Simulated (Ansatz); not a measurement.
# MgZn3 (Pm-3m): equation of state with a fit in Python

Where is the equilibrium volume of MgZn3 (Pm-3m), and how stiff is it? Wanted for MgZn3 (Pm-3m): an equation of state with a fit.

All numbers are computed with the Python package of Ansatz 0.2.0. Level of theory: DFT PBEsol, plane waves, PAW.

### Step 1. Starting point

Symmetry: Pm-3m, No. 221, cubic system. The conventional cell has a = 3.966 Å, b = 3.966 Å, c = 3.966 Å, α = 90.00°, β = 90.00°, γ = 90.00°. Mg (site symmetry m-3m) has 12 Zn at 2.80 Å as nearest neighbours. Zn (site symmetry 4/mmm) is surrounded by 4 Mg at 2.80 Å and 8 Zn at 2.80 Å.

No structure file is read: the coordinates are typed or built in the script.

### Step 2. Script

Input file mgzn3_eos.py:

```python
"""Energy against volume for MgZn3, with a fit."""

import warnings

import ansatz as az
import numpy as np
from scipy.optimize import curve_fit

vectors0 = np.array([
    [3.966286, 0.0, 0.0],
    [0.0, 3.966286, 0.0],
    [0.0, 0.0, 3.966286],
])
sites = [
    ("Mg", (0.0, 0.0, 0.0)),
    ("Zn", (0.5, 0.5, 0.0)),
    ("Zn", (0.5, 0.0, 0.5)),
    ("Zn", (0.0, 0.5, 0.5)),
]


def make_crystal(cell):
    crystal = az.Crystal(lattice=az.Lattice.of(cell))
    for symbol, position in sites:
        crystal = crystal.atom(symbol, position)
    return crystal

def vinet(v, e0, v0, b0, b1):
    eta = (v / v0) ** (1 / 3)
    return e0 + 2 * b0 * v0 / (b1 - 1) ** 2 * (2 - (5 + 3 * b1 * (eta - 1) - 3 * eta) * np.exp(-1.5 * (b1 - 1) * (eta - 1)))


def main() -> None:
    warnings.simplefilter("ignore", az.DeckWarning)

    # scale the volume, keep shape and fractions
    volumes, energies = [], []
    for scale in np.linspace(0.95, 1.07, 5):
        cell = vectors0 * scale ** (1 / 3)
        base = (
            make_crystal(cell).calculation()
            .functional("pbesol")
            .basis(16 * az.Ha)
            .occupations("Gaussian")
            .mixing("broyden")
            .kpoints(6, 6, 6)
        )
        rep = base.run().report
        volumes.append(abs(np.linalg.det(cell)) / len(sites))
        energies.append(rep["free_energy_ev"] / len(sites))
        print(f"V = {volumes[-1]:8.4f} A^3/atom  F = {energies[-1]:.5f} eV/atom")

    guess = (min(energies), volumes[int(np.argmin(energies))], 0.5, 4.5)
    (e0, v0, b0, b1), _ = curve_fit(vinet, np.array(volumes), np.array(energies), p0=guess, maxfev=20000)
    print(f"Vinet fit: V0 = {v0:.4f} A^3/atom, B0 = {160.21766 * b0:.1f} GPa, B1 = {b1:.2f}")
    print("largest residual", round(1000 * float(np.abs(vinet(np.array(volumes), e0, v0, b0, b1) - energies).max()), 3), "meV/atom")


if __name__ == "__main__":
    main()
```

### Step 3. Running it

Run with:

```sh
python mgzn3_eos.py
```

**Question.** Where does the minimum lie against the volume typed, and how stiff is the crystal?

**Answer**, as computed:

| quantity | value |
| --- | --- |
| runs compared | 5 |
| range of energy | 12.57 meV/atom |
| lowest point, volume (Å³/atom) | 15.755 |
| equilibrium volume (fit) | 15.63 Å³/atom |
| bulk modulus (fit) | 63 GPa |

A third-order Birch-Murnaghan fit through the 5 points (the script's own form differs a little) has its minimum at 15.63 Å³ an atom, 0.2 % above the typed cell, with a bulk modulus of 63 GPa and dB/dP = 3.9. From that minimum the energy rises by 8.9 meV an atom on the compressed side and 12.8 meV on the expanded side. Reading the output:
- The mesh is modest for a metal, so energies can be off by several to tens of meV an atom and pressures by half a GPa or more; differences at equal mesh fare better.
- This cell is a computed structure, which may not be the phase found in nature.
